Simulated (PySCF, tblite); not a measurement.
**FH5O3Si3, a small molecule taken as a stand-in for a surface group (silica 3-ring): NMR shifts, core binding energies and electronic excitations**

Aim: the NMR shifts, core binding energies and electronic excitations of `F[SiH]1O[SiH2]O[SiH2]O1`.

Programs: tblite 0.8.0 and PySCF 2.14.0. All values are calculated, for the isolated system unless a continuum is named. Atoms count from 0, parts from 1.

## Step 1: Starting point

12 atoms, charge 0, multiplicity 1; geometry: distance geometry start.

## Step 2: Relaxing the cluster with GFN2-xTB

What the job is given:

```
{"job": {"kind": "relax", "xc": "GFN2-xTB", "basis": "xTB"}, "charge": 0, "multiplicity": 1}
O      1.173236     0.535209    -1.837998
Si    -0.023519     1.815170    -1.737291
O     -1.536288     1.166869    -1.089845
Si    -1.669668    -0.124279     0.089808
O     -0.328282    -1.261278    -0.146797
Si     1.289685    -0.829194    -0.717908
F      1.980212    -2.143292    -1.489667
H     -0.253531     2.330226    -3.055065
H      0.436078     2.854647    -0.913716
H     -2.899925    -0.819274    -0.066146
H     -1.590585     0.415097     1.385818
H      2.093898    -0.455284     0.397936
```

With the program's defaults for keys left out, this is: GFN2-xTB geometry optimisation, gas phase.

On the command line:

```console
$ OMP_NUM_THREADS=1 python cluster_run.py task.json out
```

This one command runs all jobs of the session in turn.

The log of the run:

```text
step      E/eV     max force
  0    -680.62471    3.563
  1    -681.35251    2.256
  2    -681.94098    1.287
  3    -682.04706    0.995
  4    -682.19363    0.759
  5    -682.21989    0.482
  6    -682.31639    0.503
  7    -682.34952    0.540
  8    -682.38828    0.472
  9    -682.40423    0.305
 10    -682.41391    0.254
 11    -682.42168    0.257
 12    -682.43193    0.264
 13    -682.43767    0.164
 14    -682.44012    0.123
 15    -682.44168    0.129
 16    -682.44398    0.159
 17    -682.44866    0.199
 18    -682.45737    0.307
 19    -682.47004    0.339
 20    -682.48064    0.264
 21    -682.48745    0.241
 22    -682.49487    0.242
 23    -682.50309    0.282
 24    -682.50944    0.240
 25    -682.51288    0.119
 26    -682.51464    0.117
 27    -682.51645    0.109
 28    -682.51838    0.123
 29    -682.51995    0.085
 30    -682.52063    0.043
 31    -682.52078    0.025
 32    -682.52086    0.021
 33    -682.52096    0.024
 34    -682.52104    0.021
 35    -682.52113    0.022
 36    -682.52120    0.023
 37    -682.52124    0.019
 38    -682.52126    0.012
 39    -682.52128    0.011
 40    -682.52129    0.010
 41    -682.52131    0.012
 42    -682.52134    0.015
 43    -682.52137    0.011
 44    -682.52139    0.012
 45    -682.52140    0.015
 46    -682.52143    0.018
 47    -682.52147    0.022
 48    -682.52152    0.024
 49    -682.52156    0.017
 50    -682.52159    0.012
 51    -682.52161    0.014
 52    -682.52162    0.014
 53    -682.52165    0.014
 54    -682.52170    0.020
 55    -682.52175    0.018
 56    -682.52178    0.009
 57    -682.52179    0.003
```

Wall time 1.4 s (1 thread of Arm Neoverse V2, shared host).

The steps of the relaxation:

| step | energy from step 0 (eV) | largest force (eV/Å) |
| --- | --- | --- |
| 0 | 0.0000 | 3.5629 |
| 2 | -1.3163 | 1.2861 |
| 4 | -1.5689 | 0.7587 |
| 6 | -1.6917 | 0.5025 |
| 8 | -1.7636 | 0.4718 |
| 10 | -1.7892 | 0.2536 |
| 12 | -1.8072 | 0.2641 |
| 14 | -1.8154 | 0.1222 |
| 16 | -1.8193 | 0.1599 |
| 18 | -1.8327 | 0.3071 |
| 20 | -1.8559 | 0.2637 |
| 22 | -1.8702 | 0.2420 |
| 24 | -1.8847 | 0.2405 |
| 26 | -1.8899 | 0.1164 |
| 28 | -1.8937 | 0.1232 |
| 30 | -1.8959 | 0.0426 |
| 32 | -1.8961 | 0.0218 |
| 34 | -1.8963 | 0.0210 |
| 36 | -1.8965 | 0.0229 |
| 38 | -1.8965 | 0.0121 |
| 40 | -1.8966 | 0.0108 |
| 42 | -1.8966 | 0.0144 |
| 44 | -1.8967 | 0.0117 |
| 46 | -1.8967 | 0.0179 |
| 48 | -1.8968 | 0.0244 |
| 50 | -1.8969 | 0.0128 |
| 52 | -1.8969 | 0.0136 |
| 54 | -1.8970 | 0.0193 |
| 56 | -1.8971 | 0.0095 |
| 57 | -1.8971 | 0.0030 |

Close pairs (by a distance rule), those that changed most:

| bond | before (Å) | after (Å) | change (Å) |
| --- | --- | --- | --- |
| O4–Si5 | 1.769 | 1.611 | -0.159 |
| O0–Si5 | 1.769 | 1.611 | -0.158 |
| Si3–O4 | 1.774 | 1.631 | -0.143 |
| Si1–O2 | 1.769 | 1.626 | -0.143 |
| O2–Si3 | 1.754 | 1.626 | -0.128 |
| O0–Si1 | 1.755 | 1.631 | -0.124 |
| Si5–F6 | 1.673 | 1.597 | -0.076 |
| Si1–H8 | 1.404 | 1.453 | +0.049 |

## Step 3: Relaxing the molecule at PBE0-D3(BJ)/def2-SVP

What the job is given:

```
{"job": {"xc": "PBE0", "basis": "def2-SVP", "d3": "d3bj", "grid": 2, "kind": "geom", "shake": 0.01}, "charge": 0, "multiplicity": 1}
O      1.308043     0.349307    -0.715223
Si     0.079204     1.455902    -0.909212
O     -1.216543     0.963815    -0.044986
Si    -1.422850    -0.379618     0.831547
O     -0.090191    -1.275828     0.824785
Si     1.323446    -0.998858     0.110265
F      1.533907    -2.178700    -0.952779
H     -0.281947     1.437883    -2.313070
H      0.554533     2.698274    -0.279722
H     -2.471452    -1.165294     0.156407
H     -1.671135     0.036158     2.219172
H      2.393475    -0.970627     1.089817
```

The log of the run:

```text
step   0  E = -1196.09515273  max force = 0.043650
step   1  E = -1196.10951023  max force = 0.006820
step   2  E = -1196.10971708  max force = 0.002439
step   3  E = -1196.10976557  max force = 0.000761
step   4  E = -1196.10978845  max force = 0.001097
step   5  E = -1196.10983690  max force = 0.001654
step   6  E = -1196.10986265  max force = 0.001354
step   7  E = -1196.10988057  max force = 0.000589
step   8  E = -1196.10988240  max force = 0.000274
optimisation converged
```

It took 98 s on 1 thread of Arm Neoverse V2, shared host; peak memory 0.7 GiB.

Along the way:

| step | energy from step 0 (eV) | largest force component (eV/Å) |
| --- | --- | --- |
| 0 | 0.0000 | 2.2446 |
| 1 | -0.3907 | 0.3507 |
| 2 | -0.3963 | 0.1254 |
| 3 | -0.3976 | 0.0391 |
| 4 | -0.3983 | 0.0564 |
| 5 | -0.3996 | 0.0851 |
| 6 | -0.4003 | 0.0696 |
| 7 | -0.4008 | 0.0303 |
| 8 | -0.4008 | 0.0141 |

Distances of close pairs at the start and the end, largest changes first:

| bond | before (Å) | after (Å) | change (Å) |
| --- | --- | --- | --- |
| O0–Si5 | 1.581 | 1.646 | +0.066 |
| Si3–O4 | 1.606 | 1.669 | +0.063 |
| O2–Si3 | 1.617 | 1.662 | +0.045 |
| O4–Si5 | 1.608 | 1.646 | +0.038 |
| Si1–H7 | 1.450 | 1.484 | +0.035 |
| Si1–O2 | 1.633 | 1.662 | +0.029 |
| Si5–H11 | 1.451 | 1.470 | +0.019 |
| Si3–H10 | 1.470 | 1.484 | +0.014 |

The next job starts from the end point, and lists it.

| at the end point | value |
| --- | --- |
| point group (found at 0.08 Å tolerance) | Cs |
| rotational constants (GHz, main isotopes) | 2.130, 1.448, 0.961 |
| dipole moment (D) | 1.49 |

## Step 4: Nuclear shieldings: PBE0/pcSseg-1

What the job is given:

```
{"job": {"kind": "nmr", "xc": "PBE0", "basis": "pcSseg-1"}, "charge": 0, "multiplicity": 1}
O      1.328484     0.412180    -0.664339
Si     0.098059     1.514724    -0.894146
O     -1.211671     0.963010    -0.031696
Si    -1.477007    -0.405254     0.873622
O     -0.054086    -1.276967     0.865560
Si     1.376883    -1.053982     0.083115
F      1.530753    -2.195869    -1.041904
H     -0.244592     1.582559    -2.336656
H      0.527223     2.832489    -0.363732
H     -2.556543    -1.214904     0.255810
H     -1.800433    -0.025386     2.271355
H      2.521377    -1.160036     0.999944
```

Method: GIAO PBE0/pcSseg-1 NMR shielding, non-relativistic, gas phase.

The log of the run:

```text
coarse grid: 12320 points
cycle   1  E = -1196.2299841130  dE =  9.327e-01  |g| = 1.266e+00  |ddm| = 3.423e+00
cycle   2  E = -1195.8784451094  dE =  3.515e-01  |g| = 1.888e+00  |ddm| = 2.035e+00
cycle   3  E = -1196.4979319760  dE = -6.195e-01  |g| = 8.488e-02  |ddm| = 1.352e+00
cycle   4  E = -1196.4988585934  dE = -9.266e-04  |g| = 5.724e-02  |ddm| = 1.144e-01
cycle   5  E = -1196.4993563855  dE = -4.978e-04  |g| = 1.317e-02  |ddm| = 3.931e-02
cycle   6  E = -1196.4993839475  dE = -2.756e-05  |g| = 2.502e-03  |ddm| = 1.049e-02
cycle   7  E = -1196.4993847578  dE = -8.102e-07  |g| = 1.275e-03  |ddm| = 2.134e-03
final grid: 107872 points
cycle   8  E = -1196.5740091187  dE = -7.598e-06  |g| = 1.122e-02  |ddm| = 1.270e-02
cycle   9  E = -1196.5739818024  dE =  2.732e-05  |g| = 1.689e-02  |ddm| = 1.592e-02
cycle  10  E = -1196.5740291107  dE = -4.731e-05  |g| = 4.747e-04  |ddm| = 1.002e-02
cycle  11  E = -1196.5740291367  dE = -2.604e-08  |g| = 2.301e-04  |ddm| = 3.762e-04
cycle  12  E = -1196.5740291446  dE = -7.929e-09  |g| = 3.809e-05  |ddm| = 1.500e-04
cycle  13  E = -1196.5740291448  dE = -1.894e-10  |g| = 1.872e-05  |ddm| = 3.577e-05
converged SCF energy = -1196.5740291448

GIAO shielding tensors (ppm)
atom      isotropic    diamagn.    paramagn.     s11        s22        s33       span
  0 O      233.843     402.139    -168.296    191.629    228.471    281.430     89.801
  1 Si     382.914     879.631    -496.717    354.194    390.401    404.148     49.953
  2 O      251.657     402.295    -150.638    187.360    227.054    340.557    153.197
  3 Si     382.917     879.622    -496.705    354.207    390.401    404.144     49.937
  4 O      233.870     402.151    -168.281    191.977    228.346    281.286     89.309
  5 Si     418.351     879.797    -461.445    406.464    410.454    438.136     31.673
  6 F      301.914     468.719    -166.805    246.615    269.638    389.490    142.875
  7 H       26.042      28.787      -2.744     22.985     23.487     31.655      8.670
  8 H       26.100      28.588      -2.488     23.023     23.484     31.793      8.770
  9 H       26.049      28.758      -2.709     22.982     23.487     31.678      8.695
 10 H       26.092      28.603      -2.511     23.024     23.483     31.770      8.746
 11 H       26.704      28.440      -1.736     23.161     23.561     33.390     10.228
```

Wall time 19 s (1 thread of Arm Neoverse V2, shared host); peak memory 0.95 GiB.

Shifts follow as δ = σ(reference) − σ, with reference shieldings (ppm) from runs at the same level and on the same kind of geometry: ¹H TMS 31.27, ²⁹Si TMS 352.0, ¹⁹F CFCl3 177.2, ¹⁷O H2O 334.6. The references are single molecules in the gas phase, so shifts against H2O, NH3, PH3, H3PO4 or CFCl3 are not on the usual liquid scales and can be off by tens of ppm. Atoms listed in one row are averaged.

| atoms | environment | σ (ppm) | δ (ppm) |
| --- | --- | --- | --- |
| H7, H9 | hydrogen on a silicon bonded to 2 O | 26.05 | 5.22 |
| H8, H10 | hydrogen on a silicon bonded to 2 O | 26.10 | 5.17 |
| H11 | hydrogen on a silicon bonded to F, 2 O | 26.70 | 4.56 |
| O0, O4 | oxygen bonded to 2 Si | 233.9 | 100.7 |
| O2 | oxygen bonded to 2 Si | 251.7 | 82.9 |
| Si1, Si3 | silicon bonded to 2 O, 2 H | 382.9 | -30.9 |
| Si5 | silicon bonded to F, 2 O, H | 418.4 | -66.4 |
| F6 | fluorine bonded to Si | 301.9 | -124.7 |

The run also stored atomic charges by several schemes (e):

| atoms | Mulliken | IAO | Hirshfeld | ESP fit |
| --- | --- | --- | --- | --- |
| O0, O4 | -0.76 | -0.88 | -0.32 | -0.64 |
| Si1, Si3 | 1.04 | 1.19 | 0.48 | 0.92 |
| O2 | -0.77 | -0.88 | -0.32 | -0.63 |
| Si5 | 1.27 | 1.53 | 0.54 | 1.11 |
| F6 | -0.41 | -0.53 | -0.20 | -0.34 |

Mayer bond orders: O0–Si1 0.89, Si1–O2 0.91, O2–Si3 0.92, Si3–O4 0.89, O4–Si5 0.95, Si5–F6 0.97, Si5–O0 0.95.

Ring of atoms O0, Si1, O2, Si3, O4, Si5: NICS(0) -2.3, NICS(1) -0.3, NICS(1)zz 3.6 ppm (means of both faces).

(Part 1 of 2 ends here.)
